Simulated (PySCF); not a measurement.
**One shape, several levels: CHClFNOSi (SMILES O=C=N[SiH](F)Cl)**

We compute a comparison of 6 runs (HF/STO-3G, B3LYP/6-31G*, M06-2X/6-31G*, PBE/6-31G*, SVWN5/6-31G*, r2SCAN/6-31G*) of CHClFNOSi. Input form: a Python script.

The results are computed with PySCF 2.14.0.

3 further runs of the same task are left out: 3 set aside as unsound or not needed.

### 1 The system as given

CHClFNOSi has 7 atoms, charge 0, and is taken as a singlet. SMILES: `O=C=N[SiH](F)Cl`. The coordinates come from a PBE0-D4/def2-TZVP relaxation. This is one conformer, not always the lowest.

Bond lengths: O1–C2 1.159 Å, C2–N3 1.198 Å, N3–Si4 1.686 Å, Si4–F5 1.581 Å, Si4–Cl6 2.029 Å, Si4–H7 1.466 Å. Angles: O1–C2–N3 177.6°, C2–N3–Si4 156.6°, N3–Si4–F5 108.1°, N3–Si4–Cl6 110.5°, F5–Si4–Cl6 108.3°, N3–Si4–H7 110.6°, F5–Si4–H7 109.0°, Cl6–Si4–H7 110.3°.

### 2 A single-point energy at HF/STO-3G (run 1)

The input, mol.xyz:

```xyz
7
CHClFNOSi
O      0.815200    -2.357500     1.658700
C      0.512200    -1.559700     0.874600
N      0.199300    -0.771000     0.028300
Si    -0.274200     0.722000    -0.596700
F      0.917700     1.292700    -1.464400
Cl    -0.652900     2.033600     0.904000
H     -1.456100     0.571700    -1.450200
```

The input, input.py:

```python
from pyscf import gto, scf

system = gto.M(
    atom='mol.xyz',
    spin=0,
    verbose=3,
    charge=0,
    max_memory=1860,
    basis='sto-3g',
)

mf = scf.RHF(system)
mf.conv_tol = 1e-10
mf.kernel()
if not mf.converged:
    mf = mf.newton().run(mf.mo_coeff, mf.mo_occ)

e_final = mf.e_tot
print(f'total energy: {e_final:.8f} hartree')
```

The run is started by

```bash
OMP_NUM_THREADS=1 python input.py
```

Standard output:

```text
converged SCF energy = -1003.86925671315
total energy: -1003.86925671 hartree
```

Run time: 0.81 s. Hardware: 1 thread of Intel Xeon at 2.70GHz, shared host; peak memory 0.1 GiB.

### 3 A single-point energy at B3LYP/6-31G(d) (spherical functions) (run 2)

The input, start.xyz:

```xyz
7
CHClFNOSi
O      0.815200    -2.357500     1.658700
C      0.512200    -1.559700     0.874600
N      0.199300    -0.771000     0.028300
Si    -0.274200     0.722000    -0.596700
F      0.917700     1.292700    -1.464400
Cl    -0.652900     2.033600     0.904000
H     -1.456100     0.571700    -1.450200
```

The input, run.py:

```python
from pyscf import gto, dft

mol = gto.M(
    atom='start.xyz',
    charge=0,
    max_memory=1860,
    verbose=4,
    basis='6-31g*',
)

mf = dft.RKS(mol, xc='b3lyp')
mf.conv_tol = 1e-10
mf.grids.level = 5
mf.kernel()
if not mf.converged:
    mf = mf.newton().run(mf.mo_coeff, mf.mo_occ)

etot = mf.e_tot
print('E(%s) = %.9f' % ('B3LYP', etot))
```

The run is started by

```bash
OMP_NUM_THREADS=1 python run.py
```

Standard output:

```text
PySCF version 2.14.0

[... 77 lines left out ...]
converged SCF energy = -1018.35797213132
E(B3LYP) = -1018.357972131
```

Run time: 24 s. Hardware: 1 thread of Intel Xeon at 2.70GHz, shared host; peak memory 0.49 GiB.

Run 3 isn't shown in full; the table further down has it.

### 4 A single-point energy at PBE/6-31G(d) (spherical functions) (run 4)

The input, input.xyz:

```xyz
7

O      0.815200    -2.357500     1.658700
C      0.512200    -1.559700     0.874600
N      0.199300    -0.771000     0.028300
Si    -0.274200     0.722000    -0.596700
F      0.917700     1.292700    -1.464400
Cl    -0.652900     2.033600     0.904000
H     -1.456100     0.571700    -1.450200
```

The input, run.py:

```python
from pyscf import gto, dft

system = gto.Mole()
system.atom = 'input.xyz'
system.max_memory = 1860
system.basis = '6-31g*'
system.verbose = 3
system.build()

mf = dft.RKS(system, xc='pbe')
mf.grids.level = 5
mf.conv_tol = 1e-10
mf.kernel()
if not mf.converged:
    mf = mf.newton().run(mf.mo_coeff, mf.mo_occ)

energy = mf.e_tot
print('E(%s) = %.9f' % ('PBE', energy))
```

The run is started by

```bash
OMP_NUM_THREADS=1 python run.py
```

Standard output:

```text
converged SCF energy = -1017.71269085455
E(PBE) = -1017.712690855
```

It took 25 s on 1 thread of Intel Xeon at 2.70GHz, shared host; peak memory 0.49 GiB.

Run 5 isn't shown in full; the table further down has it.

### 5 A single-point energy at r2SCAN/6-31G(d) (spherical functions) (run 6)

The input, input.py:

```python
# O=C=N[SiH](F)Cl
from pyscf import gto, dft

mol = gto.M(
    atom=[
    ('O', (0.815200, -2.357500, 1.658700)),
    ('C', (0.512200, -1.559700, 0.874600)),
    ('N', (0.199300, -0.771000, 0.028300)),
    ('Si', (-0.274200, 0.722000, -0.596700)),
    ('F', (0.917700, 1.292700, -1.464400)),
    ('Cl', (-0.652900, 2.033600, 0.904000)),
    ('H', (-1.456100, 0.571700, -1.450200)),
],
    basis='6-31g*',
    verbose=3,
    max_memory=1860,
    charge=0,
)

mf = dft.RKS(mol)
mf.xc = 'r2scan'
mf.conv_tol = 1e-10
mf.grids.level = 5
mf.kernel()
if not mf.converged:
    mf = mf.newton().run(mf.mo_coeff, mf.mo_occ)

e_tot = mf.e_tot
print(f'total energy: {e_tot:.8f} hartree')
```

The run is started by

```bash
OMP_NUM_THREADS=1 python input.py
```

Standard output:

```text
converged SCF energy = -1018.1532534787
total energy: -1018.15325348 hartree
```

Run time: 39 s. Hardware: 1 thread of Intel Xeon at 2.70GHz, shared host; peak memory 0.5 GiB.

### 6 All runs side by side

| run | level | integration grid | energy (Eh) | dipole moment (D) | HOMO energy (eV) | LUMO energy (eV) | wall time |
| --- | --- | --- | --- | --- | --- | --- | --- |
| 1 | HF/STO-3G | – | -1003.869257 | 2.20 | -9.30 | 7.73 | 0.81 s |
| 2 | B3LYP/6-31G* (spherical functions) | 5 | -1018.357972 | 1.24 | -8.94 | -0.26 | 24 s |
| 3 | M06-2X/6-31G* (spherical functions) | 5 | -1018.194078 | 1.33 | -10.61 | 0.86 | 40 s |
| 4 | PBE/6-31G* (spherical functions) | 5 | -1017.712691 | 1.12 | -7.78 | -1.01 | 25 s |
| 5 | SVWN5/6-31G* (spherical functions) | 5 | -1013.744959 | 1.17 | -7.96 | -1.29 | 14 s |
| 6 | r2SCAN/6-31G* (spherical functions) | 5 | -1018.153253 | 1.21 | -8.21 | -0.76 | 39 s |

### 7 Outcome

```
            quantity           value
 run 6: total energy  -1018.15325 Eh
run 6: dipole moment          1.21 D
  run 6: HOMO energy        -8.21 eV
  run 6: LUMO energy        -0.76 eV
run 6: HOMO–LUMO gap         7.45 eV
```

In words: The dipole moment (its size) runs from 1.12 D (PBE/6-31G*) to 2.20 D (HF/STO-3G). The two ends differ in method and basis. The HOMO–LUMO gap runs from 6.67 eV (SVWN5/6-31G*) to 17.03 eV (HF/STO-3G). Totals of different functionals can't be ranked against each other. In run 1 the basis is minimal, so the values are rough. All runs together took 2.4 min, the longest 40 s.
